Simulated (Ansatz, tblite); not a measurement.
**(H3Sn)2O (Sn₂H₆O): which spin state is lowest**

Aim: set other spin states of (H3Sn)2O (Sn₂H₆O) against its singlet, on many levels of theory.

Computed with Ansatz 0.2.0, Gaussian basis. Level: as each input shows.

Plan: triplet, at the geometry of the singlet (GFN1-xTB, GFN2-xTB, PBE0-D4/def2-TZVP, PBE-D4/def2-TZVP, r2SCAN-D4/def2-TZVP); the singlet's energies come from earlier runs.

2 further runs of the same task are left out: 2 set aside as unsound or not needed. Runs told in other sessions of the task aren't counted.

## Step 1: The relaxed structure

The geometry is that of the singlet, from an earlier relaxation (PBE0-D4/def2-SVP).

9 atoms, charge 0, spin multiplicity 1.

Bond lengths: Sn1–H2 1.714 Å, Sn1–H3 1.721 Å, Sn1–H4 1.712 Å, Sn1–O5 1.977 Å, O5–Sn6 1.976 Å, Sn6–H7 1.718 Å, Sn6–H8 1.718 Å, Sn6–H9 1.710 Å. Angles: H2–Sn1–H3 111.2°, H2–Sn1–H4 112.0°, H2–Sn1–O5 106.9°, H3–Sn1–H4 111.4°, H3–Sn1–O5 108.6°, H4–Sn1–O5 106.3°, Sn1–O5–Sn6 132.2°, O5–Sn6–H7 108.6°, O5–Sn6–H8 108.5°, O5–Sn6–H9 104.7°, H7–Sn6–H8 110.7°, H7–Sn6–H9 112.0°, H8–Sn6–H9 112.1°.

Sn takes a core potential in the def2 sets. No spin-orbit coupling is included.

## Step 2: Triplet at the fixed geometry, GFN1-xTB

Tight binding, by tblite at 300 K electronic temperature and without a spin-polarisation term:

```python
tblite.interface.Calculator('GFN1-xTB', numbers, positions, charge=0, uhf=2).singlepoint()
```

Energy -344.1004 eV; 0.005 s.

## Step 3: Triplet at the fixed geometry, GFN2-xTB

Tight binding, by tblite at 300 K electronic temperature and without a spin-polarisation term:

```python
tblite.interface.Calculator('GFN2-xTB', numbers, positions, charge=0, uhf=2).singlepoint()
```

Energy -301.4981 eV; 0.004 s.

## Step 4: Triplet at the fixed geometry, PBE0-D4/def2-TZVP

Contents of in.yaml:

```yaml
crystal:
  periodic: [false, false, false]
  atoms:
    - {symbol: Sn, position_ang: [-0.234130, 1.738698, 0.435825]}
    - {symbol: H, position_ang: [-1.801103, 2.365410, 0.138881]}
    - {symbol: H, position_ang: [-0.092882, 1.150904, 2.046725]}
    - {symbol: H, position_ang: [0.991171, 2.879533, 0.076010]}
    - {symbol: O, position_ang: [0.028382, 0.228829, -0.812609]}
    - {symbol: Sn, position_ang: [0.236240, -1.714706, -0.519719]}
    - {symbol: H, position_ang: [-1.176501, -2.304350, 0.260690]}
    - {symbol: H, position_ang: [1.623477, -1.971840, 0.460706]}
    - {symbol: H, position_ang: [0.425326, -2.372478, -2.086509]}
basis:
  gaussian: {orbitals: def2-TZVP}
magnetization: {spin_polarized: true, initial_magnetization: 2}
hamiltonian: {xc: pbe0, dispersion: d4}
scf: {omitted_lower_state_checks: [starts]}
output: {orbitals: {seedname: orbitals}}
```

Command:

```sh
> ansatz run in.yaml --threads 4 --pin off --events-out ev --progress --plain --max-ram 3916MiB
```

Standard output:

```text
Functional definition: PBE0
  name "PBE0"
  cite "Adamo & Barone, J. Chem. Phys. 110, 6158 (1999) doi:10.1063/1.478522"
  cite "Perdew, Burke & Ernzerhof, Phys. Rev. Lett. 77, 3865 (1996) doi:10.1103/PhysRevLett.77.3865"
  parent pbe
  parameter a = 0.25
  parameter kappa = 0.804
  parameter beta = 0.06672455060314922
  exchange = (1 - a)*pbe_x(kappa = kappa, mu = beta*pi^2/3) + a*exact_x
  correlation = pbe_c(beta = beta)
these checks for a lower state are left out or cut short: starts
1337 factors; their error is unknown
mean field evaluation 1: about -13792.4739 eV, gradient 4.6e1 eV
mean field evaluation 2: about -13705.2330 eV, gradient 1.3e2 eV
mean field evaluation 4: about -13800.0529 eV, gradient 1.2e1 eV
mean field evaluation 8: about -13801.0703 eV, gradient 4.1e-1 eV
mean field evaluation 16: about -13801.2245 eV, gradient 2.6e-3 eV
mean field evaluation 32: about -13801.2245 eV, gradient 2.3e-5 eV
mean field -13801.22445636 eV, -507.1856439653 hartree, gradient 7.4e-6 eV, S^2 2.005918; 0 other end points of the search recorded, 0 dependent functions left out
reference -13801.22450769 eV, -507.1856458517 hartree; 30, 28 occupied and 137, 139 virtual orbitals, 1337 factors
Total energy: -13801.38397211 eV, -507.1915060608 hartree
Checks for a lower state left out: starts
```

It took 8 s on 4 threads of Arm Neoverse V2, shared host; peak memory 0.81 GiB.

From the report: HOMO -3.20 eV, LUMO -5.93 eV (over both spins; with the spin held, an empty level of the minority spin lies below the top filled one); ⟨S²⟩ 2.006 (pure: 2.00).

## Step 5: Triplet at the fixed geometry, PBE-D4/def2-TZVP

start.molden holds the orbitals of an earlier run on this state, given as this run's starting guess.

in.yaml: that of step 4 with these lines changed.

```diff
@@ -13,5 +13,5 @@
 basis:
-  gaussian: {orbitals: def2-TZVP}
+  gaussian: {orbitals: def2-TZVP, initial_orbitals: start.molden}
 magnetization: {spin_polarized: true, initial_magnetization: 2}
-hamiltonian: {xc: pbe0, dispersion: d4}
+hamiltonian: {xc: pbe, dispersion: d4}
 scf: {omitted_lower_state_checks: [starts]}
```

Launched as before.

Standard output:

```text
Functional definition: PBE
  name "PBE"
  cite "Perdew, Burke & Ernzerhof, Phys. Rev. Lett. 77, 3865 (1996) doi:10.1103/PhysRevLett.77.3865"
  parent pbe
  parameter kappa = 0.804
  parameter beta = 0.06672455060314922
  exchange = pbe_x(kappa = kappa, mu = beta*pi^2/3)
  correlation = pbe_c(beta = beta)
these checks for a lower state are left out or cut short: starts
1191 factors; their error is unknown
mean field evaluation 1: about -13800.6392 eV, gradient 5.6e0 eV
mean field evaluation 2: about -13800.8671 eV, gradient 7.4e-1 eV
mean field evaluation 4: about -13800.8633 eV, gradient 9.2e-2 eV
mean field evaluation 8: about -13800.8634 eV, gradient 2.2e-5 eV
mean field -13800.86337642 eV, -507.1723745221 hartree, gradient 1.2e-5 eV, S^2 2.003383; 0 other end points of the search recorded, 0 dependent functions left out
reference -13800.86344478 eV, -507.1723770343 hartree; 30, 28 occupied and 137, 139 virtual orbitals, 1191 factors
Total energy: -13801.04961263 eV, -507.1792185768 hartree
Checks for a lower state left out: starts
```

Run time: 2.7 s. Hardware: 4 threads of Arm Neoverse V2, shared host.

HOMO -2.52 eV, LUMO -6.98 eV (over both spins; with the spin held, an empty level of the minority spin lies below the top filled one); ⟨S²⟩ 2.003 (pure: 2.00).

## Step 6: Triplet at the fixed geometry, r2SCAN-D4/def2-TZVP

in.yaml: that of step 5 with these lines changed.

```diff
@@ -15,3 +15,3 @@
 magnetization: {spin_polarized: true, initial_magnetization: 2}
-hamiltonian: {xc: pbe, dispersion: d4}
+hamiltonian: {xc: r2scan, dispersion: d4}
 scf: {omitted_lower_state_checks: [starts]}
```

Same command.

Standard output:

```text
Functional definition: r2SCAN
  name "r2SCAN"
  cite "Furness, Kaplan, Ning, Perdew & Sun, J. Phys. Chem. Lett. 11, 8208 (2020) doi:10.1021/acs.jpclett.0c02405"
  cite "Furness, Kaplan, Ning, Perdew & Sun, J. Phys. Chem. Lett. 11, 9248 (2020) doi:10.1021/acs.jpclett.0c03077"
  parent r2scan
  parameter k0 = 0.174
  parameter k1 = 0.065
  parameter a1 = 4.9479
  exchange = r2scan_x(k0 = k0, k1 = k1, a1 = a1)
  correlation = r2scan_c
these checks for a lower state are left out or cut short: starts
1191 factors; their error is unknown
mean field evaluation 1: about -13806.6870 eV, gradient 4.4e0 eV
mean field evaluation 2: about -13806.7564 eV, gradient 1.6e-1 eV
mean field evaluation 4: about -13806.7494 eV, gradient 7.6e-3 eV
mean field evaluation 8: about -13806.7494 eV, gradient 5.9e-5 eV
mean field -13806.74938996 eV, -507.3886815301 hartree, gradient 4.7e-6 eV, S^2 2.007077; 0 other end points of the search recorded, 0 dependent functions left out
reference -13806.74941836 eV, -507.3886825737 hartree; 30, 28 occupied and 137, 139 virtual orbitals, 1191 factors
Total energy: -13806.79322370 eV, -507.3902923904 hartree
Checks for a lower state left out: starts
```

Wall time 6 s (4 threads of Arm Neoverse V2, shared host).

HOMO -2.61 eV, LUMO -6.78 eV (over both spins; with the spin held, an empty level of the minority spin lies below the top filled one); ⟨S²⟩ 2.007 (pure: 2.00).

## Step 7: Triplet less singlet, vertical

The singlet's energies are those of its earlier runs, whose logs aren't repeated here.

| level | triplet less singlet, vertical (eV) | time |
| --- | --- | --- |
| GFN1-xTB | +6.483 | 0.009 s |
| GFN2-xTB | +5.258 | 0.007 s |
| PBE-D4/def2-TZVP | +4.529 | 3.9 s |
| r2SCAN-D4/def2-TZVP | +4.746 | 8.3 s |
| PBE0-D4/def2-TZVP | +4.829 | 9.6 s |

Times add the two runs; a level without a time comes out of a correlated run. Tight binding without a spin term can't rank spin states.

## Step 8: Results

| quantity | value |
| --- | --- |
| triplet less singlet, vertical, functionals in def2-TZVP | +4.529 (PBE-D4) to +4.829 eV (PBE0-D4) |

What this shows: All functionals put the triplet above the singlet, over a spread of 0.300 eV. The checks for a lower triplet were left out, so another state of that spin may lie lower. These are electronic energies, without zero-point motion, entropy or surroundings.
